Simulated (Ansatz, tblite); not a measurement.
**The cluster Li₈S₄: charged states by level of theory**

An exercise on one series of results from a longer session: the logs are not shown, and one member is left open.

Program: Ansatz 0.2.0, Gaussian basis. Level of theory: as each input shows. These are calculated values, not measurements.

The runs, in order: charge +1 doublet, at the geometry of the singlet (PBE0-D4/def2-TZVP, PBE-D4/def2-TZVP, r2SCAN-D4/def2-TZVP, CCSD(T)/def2-SVP); charge -1 doublet, at the geometry of the singlet (PBE0-D4/def2-TZVPD, PBE-D4/def2-TZVPD, r2SCAN-D4/def2-TZVPD); the starting singlet's energies come from earlier runs.

2 further runs of the same task are left out: 2 set aside as unsound or not needed. Runs told in other sessions of the task aren't counted.

## The structure

The geometry is that of the singlet, from an earlier relaxation (PBE0-D4/def2-SVP). At that level it is the lowest of the isomers that a small search found.

12 atoms, charge 0, spin multiplicity 1.

Atoms are counted from 1 here; the program's logs count them from 0.

Bond lengths: Li1–S9 2.352 Å, Li1–S10 2.291 Å, Li2–S9 2.498 Å, Li2–S11 2.498 Å, Li2–S12 2.505 Å, Li3–S9 2.294 Å, Li3–S12 2.292 Å, Li4–S9 2.293 Å, Li4–S11 2.293 Å, Li5–S11 2.294 Å, Li5–S12 2.292 Å, Li6–S10 2.291 Å, Li6–S11 2.352 Å, Li7–S10 2.291 Å, Li7–S12 2.354 Å, Li8–S9 2.402 Å, Li8–S10 2.301 Å, Li8–S11 2.402 Å and more. Angles: S9–Li1–S10 117.8°, S9–Li2–S11 97.6°, S9–Li2–S12 97.4°, S11–Li2–S12 97.4°, S9–Li3–S12 110.0°, S9–Li4–S11 110.0°, S11–Li5–S12 110.0°, S10–Li6–S11 117.8°, S10–Li7–S12 117.8°, S9–Li8–S10 115.4°, S9–Li8–S11 102.9°, S9–Li8–S12 102.9°, S10–Li8–S11 115.4°, S10–Li8–S12 115.5°, S11–Li8–S12 102.9°, Li1–S9–Li2 117.4°, Li1–S9–Li3 91.2°, Li1–S9–Li4 91.0° and more.

Coordinates:

```csv
atom,x (Å),y (Å),z (Å)
Li1,-1.30677,-2.08986,0.73245
Li2,1.91942,0.03596,-0.77087
Li3,1.67779,-0.98138,1.67561
Li4,0.13921,-1.36891,-2.16093
Li5,0.72883,2.40294,-0.52947
Li6,-2.12781,0.83821,-1.17538
Li7,-0.81291,1.16739,2.14164
Li8,-0.18992,-0.00298,0.07715
S9,0.87965,-2.14372,-0.13358
S10,-2.32801,-0.04863,0.92727
S11,0.02030,0.92099,-2.13043
S12,1.40024,1.26998,1.34657
```

Set-up of the first run:

Contents of in.yaml:

```yaml
crystal:
  periodic: [false, false, false]
  atoms:
    - {symbol: Li, position_ang: [-1.306772, -2.089857, 0.732451]}
    - {symbol: Li, position_ang: [1.919415, 0.035961, -0.770871]}
    - {symbol: Li, position_ang: [1.677790, -0.981377, 1.675605]}
    - {symbol: Li, position_ang: [0.139207, -1.368909, -2.160935]}
    - {symbol: Li, position_ang: [0.728833, 2.402944, -0.529473]}
    - {symbol: Li, position_ang: [-2.127808, 0.838210, -1.175384]}
    - {symbol: Li, position_ang: [-0.812907, 1.167388, 2.141637]}
    - {symbol: Li, position_ang: [-0.189922, -0.002975, 0.077148]}
    - {symbol: S, position_ang: [0.879649, -2.143720, -0.133583]}
    - {symbol: S, position_ang: [-2.328009, -0.048625, 0.927270]}
    - {symbol: S, position_ang: [0.020300, 0.920992, -2.130432]}
    - {symbol: S, position_ang: [1.400245, 1.269978, 1.346567]}
basis:
  gaussian: {orbitals: def2-TZVP}
total_charge: 1
magnetization: {spin_polarized: true, initial_magnetization: 1}
hamiltonian: {xc: pbe0, dispersion: d4}
scf: {omitted_lower_state_checks: [starts]}
output: {orbitals: {seedname: orbitals}}
```

Command:

```
$ ansatz run in.yaml --threads 4 --pin off --events-out ev --progress --plain --max-ram 8704MiB
```

Among the steps run: Charge +1 doublet at the fixed geometry, PBE0-D4/def2-TZVP; Charge +1 doublet at the fixed geometry, PBE-D4/def2-TZVP; Charge +1 doublet at the fixed geometry, r2SCAN-D4/def2-TZVP; Charge +1 doublet at the fixed geometry, CCSD(T)/def2-SVP.

One of the session's tables, all rows but one given; the rest of the session is left out.

It belongs to the step «Vertical ionisation energy». 

```
             method  vertical ionisation energy (eV)
        HF/def2-SVP                             6.57
   PBE-D4/def2-TZVP                                ?
r2SCAN-D4/def2-TZVP                             6.96
  PBE0-D4/def2-TZVP                             7.20
       MP2/def2-SVP                             7.30
      CCSD/def2-SVP                             7.11
   CCSD(T)/def2-SVP                             7.11
```

**Question.** Estimate the row for PBE-D4/def2-TZVP.

The run gave: vertical ionisation energy (eV): 6.81. In the column «vertical ionisation energy (eV)» it lies between HF/def2-SVP (6.57) and r2SCAN-D4/def2-TZVP (6.96).

Caveats from the session: The anion's highest level is positive in at least one run, so there the basis alone may hold the extra electron.
